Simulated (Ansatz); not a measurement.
# Ta3N (P-3m1) in Ansatz: a series of runs

One crystal, Ta3N, is run at these levels: HSE06, PBE0; tasks: relaxation of cell and atoms, single point.

Program: Ansatz 0.2.0. These are calculated values, not measurements. Logs are shortened: lines on timing, memory, paths and dates and some standing lists are left out, and cuts for length are marked.

### Step 1. The structure

Symmetry: P-3m1, No. 164, trigonal system. The conventional cell has a = 3.032 Å, b = 3.032 Å, c = 7.524 Å, α = 90.00°, β = 90.00°, γ = 120.00°. Ta (site symmetry 3m) is surrounded by 3 N at 2.19 Å. Around Ta (site symmetry -3m) lie 12 Ta at 3.01 to 3.03 Å. N (site symmetry -3m) is surrounded by 6 Ta at 2.19 Å.

The cell comes from a database or a generator and needn't be the stable form of this composition.

### Step 2. Relaxation of cell and atoms, HSE06

Contents of input:

```
crystal:
  lattice:
    - [3.0322239879, 0.0, 0.0]
    - [-1.516111994, 2.6259830035, 0.0]
    - [0.0, 0.0, 7.524137]
  atoms:
    - { symbol: Ta, position: [0.6666666667, 0.3333333333, 0.82607] }
    - { symbol: Ta, position: [0.3333333333, 0.6666666667, 0.17393] }
    - { symbol: Ta, position: [0.0, 0.0, 0.5] }
    - { symbol: "N", position: [0.0, 0.0, 0.0] }
hamiltonian:
  xc: hse06
  pseudopotentials: { kind: paw }
kpoints:
  mp_grid: { grid: [6, 6, 2] }
scf:
  occupations: { method: fermi_dirac, width: 0.05 }
output:
  forces: true
  stress: true
  eigenvalues: true
relax:
  f_tol: 0.01
  max_steps: 40
  cell: { stress_tol: 0.05 }
```

Potentials or basis: Ansatz PAW.

Log:

```text
GPUs: using 1 of 1 available (devices: 1).
Engine: ansatz 0.2.0, x86_64-unknown-linux-gnu
Pseudopotentials: kind: paw
Pseudopotential: Ta, paw, valence charge 13, recommended cutoff 420 eV (normal), Ta.paw.azcp
Pseudopotential: N, paw, valence charge 5, recommended cutoff 420 eV (normal), N.paw.azcp
Functional definition: HSE06
  parameter a = 0.25
  parameter omega = 0.11/bohr
  exchange = pbe_x - a*pbe_x_sr(omega) + a*exact_x_sr(omega)
  correlation = pbe_c
device memory: the entry about to start is reckoned to put 0.7 GiB on a device that reports 58.0 GiB free (of which the cap on the GPU budget leaves the run 18.0 GiB)
GPU FFT provider: cuFFT
GPU libraries: cuBLAS 13.8.2, cuFFT 12.4.0, cuSOLVER 12.3.4
Crystal: 4 atoms, lattice volume = 59.911 Å³
Basis set: ecut = 420 eV, 1189 PW (Γ), exchange–correlation on 48×48×108 points (8 copies of the dense FFT grid, shifted against one another)
Bands: 27, of which v1, the nominal top of the filled ones, is band 22 counted from 1 (21 counted from 0)
Symmetry: 12 space group operations
Space group: P-3m1 (ITA 164), of the structure as read, at distance tolerance 3.9e-5 Å
k-points: 14 of 72
Non-local potential: Ta, projectors of the file, l = 0: 3, l = 1: 2, l = 2: 2, l = 3: 1
Non-local potential: N, projectors of the file, l = 0: 2, l = 1: 2, l = 2: 1
PAW form: soft (Blöchl's): semilocal exchange-correlation on the pseudo side does not see the compensation charge
PAW frozen core: Ta, regenerated for the run's functional, and the local potential with it (the file was generated under x = pbe(κ = 0.804, μ = 0.2195149727645171), c = pbe(β = 0.06672455060314922))
PAW frozen core: N, regenerated for the run's functional, and the local potential with it (the file was generated under x = pbe(κ = 0.804, μ = 0.2195149727645171), c = pbe(β = 0.06672455060314922))
PAW one-centre angular grid: Ta, 590 points (default); XC on 64 Gauss nodes
PAW one-centre angular grid: N, 110 points (default); XC on 64 Gauss nodes
Initial density: superposition of atomic densities (neutral atoms: chi_scale 0, normalization atom), corrected by the library's trained network
Initial wavefunctions: pseudopotential atomic-orbital guess
GPU buffer pool allocated for 31104 grid points (all kernels)
GPU transforms: local potential and band sums: pruned to the plane-wave sphere, on 24×24×54
Functional: x = pbe(κ = 0.804, μ = 0.2195149727645171), c = pbe(β = 0.06672455060314922), warm-up for x = pbe(κ = 0.804, μ = 0.2195149727645171) + 0.25 (exact − pbe) at short range (hse, ω = 0.20786987370883472 Å⁻¹), c = pbe(β = 0.06672455060314922); HSE06 as pw.x's `hse` composes it (authors' and Libxc's form: `xc: wpbeh`)
SCF iter   1: F=—  HF=-30182.578397 eV  |F-HF|=—  |Δ(HF+E_count)|=         —  Δρ=1.11e-2  dr2=6.93e-2  ethr=1.77e-3  ⟨swp⟩=5.0  Hψ=1508  notcnv=0
preconditioner: auto → Kerker (q_TF=auto, 2.591 Å⁻¹)  [metal: Δε(μ)=0.044 eV  Ē_g=6.939 eV  σ=0.050 eV  W_gap=0.22  n_scr=24 (ndim 8)  ℏωp=21.5 eV  f_vac=0.000  D(μ)=3.33/eV (n_scr^D=36)]
SCF iter   2: F=—  HF=-30182.566548 eV  |F-HF|=—  |Δ(HF+E_count)|=   1.18e-2  Δρ=6.48e-3  dr2=2.34e-2  ethr=1.58e-4  ⟨swp⟩=2.0  Hψ=746  notcnv=0
iter 3 solved again at ethr=2.14e-6 eV; its pass at ethr=5.32e-5 eV (dr2=9.41e-4 eV) is discarded
[... 385 lines left out ...]
hybrid SCF converged: 2 outer / 9 inner (+0 warm-up), last move |dexx| = 3.66e-11 eV, tail = 3.97e-11 eV
Stability not checked: this state was not tested for a lower state beside it, because the functional holds exact exchange (a hybrid, or Hartree-Fock), whose exchange loop this test does not read (fock_operator; see scf.lower_state_search)
Free energy (F): -30184.231444 eV
Frozen-core exchange: fock
Harris-Foulkes:  -30184.231444 eV  (|F-HF|=1.09e-11)
Internal energy: -30184.217740 eV  (E = F + TS)
E sigma→0 (E₀):  -30184.224592 eV
Entropy (-TS):   -0.013703 eV (-3.426 meV/atom)
Fermi energy:    19.161282 eV
--- Per-component energies (eV) ---
  E_band       = -369.783094
  E_kinetic    = 1225.614315
  E_local      = -1864.664480  (includes V_loc(G=0)·N_el)
  E_nonlocal   = 92.810914
  E_hartree    = 653.277104
  E_xc         = -571.906017
  E_vxc        = -548.042218  (∫ρ·V_xc dr)
  E_exx        = -121.198909  (= α·E_x^exact, valence–valence)
  E_paw        = -25339.535636  (= ΣΔE_a)
  E_vpaw       = -339.658515  (= ΣTr[D̂ρ^β])
  E_aug_tail   = 0.000538  (compensation charges beyond the density's cutoff)
  E_ewald      = -4248.534465
  E_core_change = -10.081104  (= ΣΔE_core)
  E_smearing   = -0.013703  (= −TS)
  E_closure    = 0.000000  (closes the sum)
  Σ components = -30184.231444   (vs F -30184.231444, Δ=0.00e0)
--- Forces (eV/Å), atoms counted from 1 ---
  atom   1  Ta    -0.00000000     0.00000000    -0.00190977
  atom   2  Ta     0.00000000    -0.00000000     0.00190977
  atom   3  Ta    -0.00000000     0.00000000     0.00000000
  atom   4  N     -0.00000000    -0.00000000     0.00000000
  max |Σ_I F_I| component: 1.85e-17 eV/Å
--- Stress (GPa, compression-positive) ---
       -0.044529       0.000000       0.000000
        0.000000      -0.044529      -0.000000
       -0.000000      -0.000000       0.009415
  P = ⅓ Tr σ = -0.0265 GPa (-0.265 kbar)
--- Band table (eV; the first three rows and the last of 14) ---
  k-point 0: bands = ["-52.9192", "-52.8854", "-52.2979", "-18.4607", "-18.0928", "-17.6722", "-17.6722", "-17.6428", "-17.6428", "-17.2029", "-16.9567", "-16.9567", "-0.2990", "9.2349", "11.3186", "12.7460", "12.7460", "14.9179", "17.1107", "18.6102", "18.9023", "18.9023", "19.9545", "19.9545", "20.2126", "21.5782", "21.5782"]
  k-point 1: bands = ["-52.9178", "-52.8870", "-52.2978", "-18.5619", "-17.9020", "-17.6744", "-17.6744", "-17.6405", "-17.6405", "-17.2953", "-16.9569", "-16.9569", "-0.2792", "8.9323", "11.8815", "12.7418", "12.7418", "14.6732", "17.4168", "17.6757", "19.0778", "19.0778", "20.2267", "20.2267", "20.5312", "21.0846", "21.0846"]
  k-point 2: bands = ["-52.8997", "-52.8698", "-52.2817", "-18.4078", "-18.0816", "-17.8988", "-17.8586", "-17.7441", "-17.6782", "-17.2006", "-17.1698", "-17.0034", "-0.0263", "10.0125", "11.1588", "12.7347", "12.8395", "15.5612", "16.2064", "17.4147", "18.6003", "19.0387", "19.7089", "20.4809", "20.5611", "20.6780", "21.7050"]
  k-point 13: bands = ["-52.8226", "-52.8226", "-52.2248", "-18.4823", "-18.3509", "-18.3509", "-18.2593", "-17.9338", "-17.9338", "-17.5036", "-17.5036", "-17.2087", "0.7229", "10.6400", "10.6400", "11.8309", "16.2705", "16.2705", "16.3113", "17.3348", "17.3348", "17.3934", "19.8542", "19.8542", "22.7572", "22.7572", "24.5887"]
--- Relaxed structure (6 steps of the walk, 5 accepted, 1 SCFs on fresh bases) ---
  F+E_penalty+E_count = -30184.23144376 eV   max|allowed force component| = 1.910e-3 eV/Å   (the final SCF, on the basis selected at the relaxed cell)
  cell:  # Å, volume = 58.9294 Å³
    - [2.9970789850290704, 2.8532917145768657e-11, -9.287515523312448e-19]
    - [-1.4985394925392455, 2.59554653816939, 9.287515523261397e-19]
    - [-2.3045968723314336e-18, 1.3305596245702425e-18, 7.575391689588848]
  atoms:
    - { symbol: Ta, position: [0.6666666666666669, 0.33333333333333337, 0.8274976705654632] }
    - { symbol: Ta, position: [0.3333333333333333, 0.6666666666666667, 0.17250232943453672] }
    - { symbol: Ta, position: [-4.81482486096809e-35, 0.0, 0.5] }
    - { symbol: N, position: [2.807514488994643e-35, 1.0552360821298593e-34, 2.0264045422173487e-35] }
```

Wall time 99 s (1 × NVIDIA H100 80GB HBM3 with 2 threads of AMD EPYC 7R13 (Zen 3), shared host); peak memory 2 GiB.

Results:

| Property | Result |
| --- | --- |
| Free energy | -30184.2314 eV |
| Relaxed volume | 14.73 Å³/atom |
| Relaxed cell | a = 2.997 Å, b = 2.997 Å, c = 7.575 Å, α = 90.00°, β = 90.00°, γ = 120.00° |
| Space group after relaxing (to 0.05 Å) | P-3m1 (No. 164) |
| Energy gained by relaxing | 7.6 meV/atom |
| Ionic steps | 6 |
| Pressure after relaxing | 0.0 GPa |
| Band gap on the k mesh | none (metal or under the smearing width) |

The path:
| step | energy change (eV) | largest force (eV/Å) | volume (Å³) |
| --- | --- | --- | --- |
| 1 | 0.0000 | 0.4679 | 59.91 |
| 2 | -0.0303 | 0.1338 | 59.01 |
| 3 | -0.0312 | 0.0191 | 58.94 |
| 4 | -0.0313 | 0.0027 | 58.92 |
| 5 | -0.0314 | 0.0019 | 58.93 |
| 6 | -0.0303 | 0.0019 | 58.93 |

Final structure:
```yaml
crystal:
  lattice:
    - [2.99708, 0.00000, 0.00000]
    - [-1.49854, 2.59555, 0.00000]
    - [0.00000, 0.00000, 7.57539]
  atoms:
    - { symbol: Ta, position: [0.66667, 0.33333, 0.82750] }
    - { symbol: Ta, position: [0.33333, 0.66667, 0.17250] }
    - { symbol: Ta, position: [0.00000, 0.00000, 0.50000] }
    - { symbol: N, position: [0.00000, 0.00000, 0.00000] }
```

Caveat: the k mesh is coarse (spacing up to 0.42 Å⁻¹), so the values aren't converged, least of all with exact exchange; the plane-wave basis is chosen anew once the cell has moved, so the energies of steps on either side of that aren't comparable; the PAW data sets come from PBE, with cores solved anew for the run's functional, which leaves a small shift of forces and pressure. The run has no spin-orbit coupling, so splittings on Ta are missing.

(Continued in part 2 of 2.)
